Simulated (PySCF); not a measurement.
# SiGeH6 in PySCF: further runs

Aim: see how the results for SiGeH6 move with the level of theory and the settings. Levels: PBE, r2SCAN0. Tasks: atomic charges.

Everything below comes from runs of PySCF 2.14.0. Logs are shortened: lines on timing, memory, paths and dates and some standing lists are left out, and cuts for length are marked.

## (1) Starting point

The cell holds a molecule in a box, 8 atoms: a = 13.000 Å, b = 13.000 Å, c = 14.000 Å, α = 90.00°, β = 90.00°, γ = 90.00°.

## (2) Atomic charges, PBE

Contents of run.py:

```python
import json
import numpy as np
from pyscf.pbc import gto, scf, dft, df
from pyscf.pbc.tools import pyscf_ase
from ase.io import read

atoms = read('SiGeH6.xyz')
cell = pyscf_ase.cell_from_ase(atoms)
cell.basis = '6-31g*'
cell.exp_to_discard = 0
cell.precision = 1e-08
cell.max_memory = 2520  # MB
cell.verbose = 4
cell.build()

res = {}
kpts = cell.make_kpts([1, 1, 1])
mf = dft.KRKS(cell, kpts, xc='pbe')
mf = mf.density_fit()
mf.with_df._cderi_to_save = 'cderi.h5'
mf.with_df.build(j_only=False)
mf.conv_tol = 1e-07
mf.max_cycle = 60

mf.kernel()
res.update(converged=bool(mf.converged), e_tot=mf.e_tot, nelec=cell.nelectron, nao=cell.nao, mesh=list(map(int, cell.mesh)), a=cell.lattice_vectors().tolist(), coords=cell.atom_coords().tolist(),
           mo_energy=[np.real(x).tolist() for x in mf.mo_energy], mo_occ=[np.real(x).tolist() for x in mf.mo_occ])
res.update(kpts=cell.get_scaled_kpts(kpts).tolist())
res['parts'] = {k: float(np.real(v)) for k, v in mf.scf_summary.items() if np.isscalar(v)}
json.dump(res, open('results.json', 'w'))
if not mf.converged:
    raise SystemExit('SCF not converged')

print('levels (eV)')
for i, kp in enumerate(res['kpts'][:40]):
    print('k %7.4f %7.4f %7.4f  ' % tuple(kp), ' '.join('%.3f' % (x * 27.211386) for x in res['mo_energy'][i][:31]))

# Mulliken populations
dm, s = np.asarray(mf.make_rdm1()), np.asarray(mf.get_ovlp())
sites = cell.aoslice_by_atom()[:, 2:]
tot = np.einsum('kij,kji->i', dm, s).real / len(kpts)
res['mulliken'] = [cell.atom_charge(i) - tot[a0:a1].sum() for i, (a0, a1) in enumerate(sites)]
print('Mulliken charges', np.round(res['mulliken'], 5))
res['meta_lowdin'] = mf.mulliken_meta()[1].tolist()

# density on a uniform mesh
grids = dft.gen_grid.UniformGrids(cell)
grids.mesh = [67, 67, 71]
grids.build()
ni = dft.numint.KNumInt()
rho = [ni.get_rho(cell, x, grids, kpts) for x in [dm]]
np.save('rho.npy', np.reshape(rho, (-1, *grids.mesh)))
res['done'] = True
json.dump(res, open('results.json', 'w'))
```

Contents of SiGeH6.xyz:

```xyz
8
Lattice="13.0000000000 0.0000000000 0.0000000000 0.0000000000 13.0000000000 0.0000000000 0.0000000000 0.0000000000 14.0000000000" Properties=species:S:1:pos:R:3 pbc="T T T"
Si     5.9665999900      6.9283500000      6.0207499800
Ge     7.0130000200      6.1480499600      8.0083500000
H      4.5884000500      7.3990499700      6.3200499600
H      5.8924999900      5.8334499600      5.0176499800
H      6.7440999600      8.0563499900      5.4435500000
H      7.1023999800      7.2754500000      9.0503499800
H      8.4375999500      5.6513499900      7.7100500400
H      6.2140000000      4.9856500200      8.6210500600
```

Potentials or basis: 6-31g* (all-electron).

Started as:

```sh
$ OMP_NUM_THREADS=2 python -u run.py > log
```

The program printed:

```text
Discarded 0 diffused primitive functions, 0 contracted functions

PySCF version 2.14.0

[INPUT] verbose = 4
[INPUT] num. atoms = 8
[INPUT] num. electrons = 52
[INPUT] charge = 0
[INPUT] spin (= nelec alpha-beta = 2S) = 0
[INPUT] symmetry False subgroup None
[INPUT] Mole.unit = angstrom
[INPUT] Symbol           X                Y                Z      unit          X                Y                Z       unit  Magmom
[INPUT]  1 Si     5.966599990000   6.928350000000   6.020749980000 AA   11.275239875933  13.092683995130  11.377568526681 Bohr   0.0
[INPUT]  2 Ge     7.013000020000   6.148049960000   8.008350000000 AA   13.252649349369  11.618130624543  15.133588209661 Bohr   0.0
[INPUT]  3 H      4.588400050000   7.399049970000   6.320049960000 AA    8.670819444441  13.982178025271  11.943163517968 Bohr   0.0
[INPUT]  4 H      5.892499990000   5.833449960000   5.017649980000 AA   11.135211170102  11.023622785755   9.481984251129 Bohr   0.0
[INPUT]  5 H      6.744099960000   8.056349990000   5.443550000000 AA   12.744501881090  15.224295044742  10.286818645376 Bohr   0.0
[INPUT]  6 H      7.102399980000   7.275450000000   9.050349980000 AA   13.421590789316  13.748607932967  17.102682793663 Bohr   0.0
[INPUT]  7 H      8.437599950000   5.651349990000   7.710050040000 AA   15.944753054144  10.679503715164  14.569882982292 Bohr   0.0
[INPUT]  8 H      6.214000000000   4.985650020000   8.621050060000 AA   11.742758138047   9.421513090732  16.291423519565 Bohr   0.0

nuclear repulsion = 22.6736059107465
number of shells = 32
number of NR pGTOs = 170
number of NR cGTOs = 62
basis = 6-31g*
ecp = {}
lattice vectors  a1 [24.566439619, 0.000000000, 0.000000000]
                 a2 [0.000000000, 24.566439619, 0.000000000]
                 a3 [0.000000000, 0.000000000, 26.456165744]
dimension = 3
low_dim_ft_type = None
Cell volume = 15966.6
exp_to_discard = 0
rcut = 29.524367151608605 (nimgs = [2 2 2])
precision = 1e-08
pseudo = None
ke_cutoff = 6153476.388535032
    = [27435 27435 29545] mesh (22237907702625 PWs)

******** <class 'pyscf.pbc.df.df.GDF'> ********
auxbasis = None
exp_to_discard = 0
len(kpts) = 1
Default auxbasis cc-pvdz-jkfit is used for Si 6-31g*
Default auxbasis cc-pvdz-jkfit is used for Ge 6-31g*
Default auxbasis cc-pvdz-jkfit is used for H 6-31g*
Drop 0 primitive fitting functions
make aux basis, num shells = 137, num cGTOs = 421
auxcell.rcut 16.661448751326624

******** <class 'pyscf.pbc.df.rsdf_builder._RSGDFBuilder'> ********
mesh = [33 33 35] (38115 PWs)
ke_cutoff = 8.150303446612797
omega = 0.35533727259770104
exclude_d_aux = True
exclude_dd_block = True
j2c_eig_always = False
has_long_range = True

******** <class 'pyscf.pbc.dft.krks.KRKS'> ********
method = KRKS
initial guess = minao
damping factor = 0
level_shift factor = 0
DIIS = <class 'pyscf.scf.diis.CDIIS'>
diis_start_cycle = 1
diis_space = 8
diis_damp = 0
SCF conv_tol = 1e-07
SCF conv_tol_grad = None
SCF max_cycles = 60
direct_scf = True
direct_scf_tol = 1e-13

******** PBC SCF flags ********
N kpts = 1
Exchange divergence treatment (exxdiv) = ewald
    madelung (= occupied orbital energy shift) = 0.11246591248890078
    Total energy shift due to Ewald probe charge = -1/2 * Nelec*madelung = -2.92411372471
DF object = <pyscf.pbc.df.df.GDF object>
XC functionals = pbe
small_rho_cutoff = 0
radial grids:
    Treutler-Ahlrichs [JCP 102, 346 (1995); DOI:10.1063/1.469408] (M4) radial grids

becke partition: Becke, JCP 88, 2547 (1988); DOI:10.1063/1.454033
pruning grids: <function nwchem_prune>
grids dens level: 3
symmetrized grids: False
atomic radii adjust function: <function treutler_atomic_radii_adjust>
Set gradient conv threshold to 0.000316228

******** <class 'pyscf.pbc.df.rsdf_builder._RSNucBuilder'> ********
mesh = [47 47 51] (112659 PWs)
ke_cutoff = 17.302185920816544
omega = 0.5229654415994075
exclude_d_aux = False
exclude_dd_block = True
j2c_eig_always = False
has_long_range = True
tot grids = 98668
cell vol = 15966.5594  sum(weights) = 15578.4031
nelec by numeric integration = 51.99999761412604
init E= -2368.91082746416
  HOMO = -0.278782025841  LUMO = -0.0159877341034  gap/eV = 7.15100
nelec by numeric integration = 51.99999931561193
cycle= 1 E= -2369.27338972674  delta_E= -0.363  |g|= 0.501  |ddm|= 2.32
  HOMO = -0.253696180405  LUMO = 0.00259923328761  gap/eV = 6.97415
nelec by numeric integration = 51.99999797497591
cycle= 2 E= -2369.26224359555  delta_E= 0.0111  |g|= 0.625  |ddm|= 0.403
  HOMO = -0.244782917682  LUMO = 0.00856946800917  gap/eV = 6.89407
nelec by numeric integration = 51.999998750306304
cycle= 3 E= -2369.29502275993  delta_E= -0.0328  |g|= 0.0264  |ddm|= 0.301
  HOMO = -0.251613713106  LUMO = 0.00407948737511  gap/eV = 6.95777
nelec by numeric integration = 51.999998738785244
cycle= 4 E= -2369.29524825164  delta_E= -0.000225  |g|= 0.00931  |ddm|= 0.0662
  HOMO = -0.25091580642  LUMO = 0.004431374039  gap/eV = 6.94835
nelec by numeric integration = 51.99999874639527
cycle= 5 E= -2369.29528043798  delta_E= -3.22e-05  |g|= 0.00101  |ddm|= 0.0186
  HOMO = -0.250864479409  LUMO = 0.00451004523867  gap/eV = 6.94909
nelec by numeric integration = 51.999998745148666
cycle= 6 E= -2369.29528092378  delta_E= -4.86e-07  |g|= 0.000152  |ddm|= 0.00209
  HOMO = -0.250878749739  LUMO = 0.00449679125683  gap/eV = 6.94912
nelec by numeric integration = 51.999998745250466
cycle= 7 E= -2369.29528093289  delta_E= -9.11e-09  |g|= 4.11e-05  |ddm|= 0.00032
  HOMO = -0.250866636434  LUMO = 0.00450399935399  gap/eV = 6.94899
nelec by numeric integration = 51.99999874527906
Extra cycle  E= -2369.29528093259  delta_E= 2.96e-10  |g|= 5.01e-05  |ddm|= 0.00014
converged SCF energy = -2369.29528093259
levels (eV)
k  0.0000  0.0000  0.0000   -10803.601 -1779.352 -1338.032 -1191.526 -1191.522 -1191.522 -162.575 -137.186 -113.979 -113.979 -113.976 -93.937 -93.922 -93.922 -29.287 -29.286 -29.251 -29.213 -29.212 -13.977 -12.316 -8.486 -8.485 -7.794 -7.793 -6.826 0.123 0.382 0.382 1.398 2.196
Mulliken charges [ 0.12292 -0.24758 -0.02436 -0.02428 -0.02428  0.06591  0.06581  0.06586]
 ** Mulliken pop on meta-lowdin orthogonal AOs **
 ** Mulliken pop  **
pop of  0 Si 1s           2.00000
pop of  0 Si 2s           1.99977
pop of  0 Si 3s           1.13127
pop of  0 Si 4s           0.00477
pop of  0 Si 2px          1.99983
pop of  0 Si 2py          1.99983
pop of  0 Si 2pz          1.99981
pop of  0 Si 3px          0.86895
pop of  0 Si 3py          0.86789
pop of  0 Si 3pz          0.87544
pop of  0 Si 4px          0.01001
pop of  0 Si 4py          0.01016
pop of  0 Si 4pz          0.00914
pop of  0 Si 3dxy         0.00588
pop of  0 Si 3dyz         0.00809
pop of  0 Si 3dz^2        0.00321
pop of  0 Si 3dxz         0.00322
pop of  0 Si 3dx2-y2      0.00555
pop of  1 Ge 1s           2.00000
pop of  1 Ge 2s           1.99998
pop of  1 Ge 3s           1.99978
pop of  1 Ge 4s           1.21781
pop of  1 Ge 5s           0.00534
pop of  1 Ge 2px          2.00000
pop of  1 Ge 2py          2.00000
pop of  1 Ge 2pz          2.00000
pop of  1 Ge 3px          1.99994
pop of  1 Ge 3py          1.99994
pop of  1 Ge 3pz          1.99993
pop of  1 Ge 4px          0.90328
pop of  1 Ge 4py          0.90136
pop of  1 Ge 4pz          0.91462
pop of  1 Ge 5px          0.00774
pop of  1 Ge 5py          0.00762
pop of  1 Ge 5pz          0.00843
pop of  1 Ge 3dxy         1.99850
pop of  1 Ge 3dyz         1.99830
pop of  1 Ge 3dz^2        1.99864
pop of  1 Ge 3dxz         1.99868
pop of  1 Ge 3dx2-y2      1.99852
pop of  1 Ge 4dxy         0.00331
pop of  1 Ge 4dyz         0.00420
pop of  1 Ge 4dz^2        0.00216
pop of  1 Ge 4dxz         0.00237
pop of  1 Ge 4dx2-y2      0.00307
pop of  1 Ge 5dxy         0.00128
pop of  1 Ge 5dyz         0.00146
pop of  1 Ge 5dz^2        0.00102
pop of  1 Ge 5dxz         0.00125
pop of  1 Ge 5dx2-y2      0.00116
pop of  2 H 1s            1.05241
pop of  2 H 2s            0.00266
pop of  3 H 1s            1.05234
pop of  3 H 2s            0.00266
pop of  4 H 1s            1.05236
pop of  4 H 2s            0.00266
pop of  5 H 1s            1.01426
pop of  5 H 2s            0.00320
pop of  6 H 1s            1.01430
pop of  6 H 2s            0.00320
pop of  7 H 1s            1.01425
pop of  7 H 2s            0.00320
 ** Mulliken atomic charges  **
charge of    0Si =      0.19717
charge of    1Ge =      0.02033
charge of    2H =     -0.05507
charge of    3H =     -0.05500
charge of    4H =     -0.05503
charge of    5H =     -0.01746
charge of    6H =     -0.01750
charge of    7H =     -0.01745
```

Run time: 28 s. Hardware: 2 threads of Intel Xeon at 2.70GHz, shared host; peak memory 1.9 GiB.

Results:

- Free energy: -64471.8090 eV
- Gap between the frontier levels: 6.95 eV
- Meta-löwdin charges: Si +0.20; Ge +0.02; H -0.06, -0.02 e

Caveat: this is a molecule in a periodic box at the Γ point, so its band gap is the HOMO-LUMO gap; population charges move with the basis; relativity is left out, which matters for the heavier elements; the basis of atomic orbitals isn't converged, which shifts pressures, moduli and gaps. A hybrid or GW would open this gap; PBE tends to underestimate it.

## (3) Atomic charges, r2SCAN0

run.py: that of step 2 with these lines changed.

```diff
@@ -17,6 +17,5 @@
 kpts = cell.make_kpts([1, 1, 1])
-mf = dft.KRKS(cell, kpts, xc='pbe')
+mf = dft.KRKS(cell, kpts, xc='HYB_MGGA_XC_R2SCAN0', exxdiv='ewald')
 mf = mf.density_fit()
-mf.with_df._cderi_to_save = 'cderi.h5'
-mf.with_df.build(j_only=False)
+mf.with_df._cderi = 'cderi.h5'  # three-centre integrals saved by an earlier run on this cell, basis and mesh
 mf.conv_tol = 1e-07
@@ -44,10 +43,2 @@
 res['meta_lowdin'] = mf.mulliken_meta()[1].tolist()
-
-# density on a uniform mesh
-grids = dft.gen_grid.UniformGrids(cell)
-grids.mesh = [67, 67, 71]
-grids.build()
-ni = dft.numint.KNumInt()
-rho = [ni.get_rho(cell, x, grids, kpts) for x in [dm]]
-np.save('rho.npy', np.reshape(rho, (-1, *grids.mesh)))
 res['done'] = True
```

SiGeH6.xyz is that of step 2.

Potentials or basis: 6-31g* (all-electron).

Started as:

```sh
$ OMP_NUM_THREADS=2 python -u run.py > log
```

The program printed:

```text
Discarded 0 diffused primitive functions, 0 contracted functions

PySCF version 2.14.0

[INPUT] verbose = 4
[INPUT] num. atoms = 8
[INPUT] num. electrons = 52
[INPUT] charge = 0
[INPUT] spin (= nelec alpha-beta = 2S) = 0
[INPUT] symmetry False subgroup None
[INPUT] Mole.unit = angstrom
[INPUT] Symbol           X                Y                Z      unit          X                Y                Z       unit  Magmom
[INPUT]  1 Si     5.966599990000   6.928350000000   6.020749980000 AA   11.275239875933  13.092683995130  11.377568526681 Bohr   0.0
[INPUT]  2 Ge     7.013000020000   6.148049960000   8.008350000000 AA   13.252649349369  11.618130624543  15.133588209661 Bohr   0.0
[INPUT]  3 H      4.588400050000   7.399049970000   6.320049960000 AA    8.670819444441  13.982178025271  11.943163517968 Bohr   0.0
[INPUT]  4 H      5.892499990000   5.833449960000   5.017649980000 AA   11.135211170102  11.023622785755   9.481984251129 Bohr   0.0
[INPUT]  5 H      6.744099960000   8.056349990000   5.443550000000 AA   12.744501881090  15.224295044742  10.286818645376 Bohr   0.0
[INPUT]  6 H      7.102399980000   7.275450000000   9.050349980000 AA   13.421590789316  13.748607932967  17.102682793663 Bohr   0.0
[INPUT]  7 H      8.437599950000   5.651349990000   7.710050040000 AA   15.944753054144  10.679503715164  14.569882982292 Bohr   0.0
[INPUT]  8 H      6.214000000000   4.985650020000   8.621050060000 AA   11.742758138047   9.421513090732  16.291423519565 Bohr   0.0

nuclear repulsion = 22.6736059107465
number of shells = 32
number of NR pGTOs = 170
number of NR cGTOs = 62
basis = 6-31g*
ecp = {}
[... 84 lines left out ...]
 ** Mulliken pop  **
pop of  0 Si 1s           2.00000
pop of  0 Si 2s           1.99991
pop of  0 Si 3s           1.10685
pop of  0 Si 4s           0.00415
pop of  0 Si 2px          1.99993
pop of  0 Si 2py          1.99994
pop of  0 Si 2pz          1.99993
pop of  0 Si 3px          0.85356
pop of  0 Si 3py          0.85146
pop of  0 Si 3pz          0.86622
pop of  0 Si 4px          0.01109
pop of  0 Si 4py          0.01126
pop of  0 Si 4pz          0.01009
pop of  0 Si 3dxy         0.00699
pop of  0 Si 3dyz         0.00962
pop of  0 Si 3dz^2        0.00388
pop of  0 Si 3dxz         0.00404
[... 30 lines left out ...]
pop of  1 Ge 5dz^2        0.00109
pop of  1 Ge 5dxz         0.00141
pop of  1 Ge 5dx2-y2      0.00125
pop of  2 H 1s            1.07074
pop of  2 H 2s            0.00203
pop of  3 H 1s            1.07068
pop of  3 H 2s            0.00203
pop of  4 H 1s            1.07071
pop of  4 H 2s            0.00203
pop of  5 H 1s            1.02863
pop of  5 H 2s            0.00240
pop of  6 H 1s            1.02867
pop of  6 H 2s            0.00240
pop of  7 H 1s            1.02861
pop of  7 H 2s            0.00240
 ** Mulliken atomic charges  **
charge of    0Si =      0.25454
charge of    1Ge =      0.05678
charge of    2H =     -0.07277
charge of    3H =     -0.07271
charge of    4H =     -0.07274
charge of    5H =     -0.03103
charge of    6H =     -0.03106
charge of    7H =     -0.03101
```

Run time: 19 s. Hardware: 2 threads of Intel Xeon at 2.70GHz, shared host; peak memory 1.9 GiB.

Results:

* Free energy: -64479.6583 eV
* Gap between the frontier levels: 9.37 eV
* Meta-löwdin charges: Si +0.25; Ge +0.06; H -0.07, -0.03 e

Caveat: this is a molecule in a periodic box at the Γ point, so its band gap is the HOMO-LUMO gap; population charges move with the basis; relativity is left out, which matters for the heavier elements; the basis of atomic orbitals isn't converged, which shifts pressures, moduli and gaps.
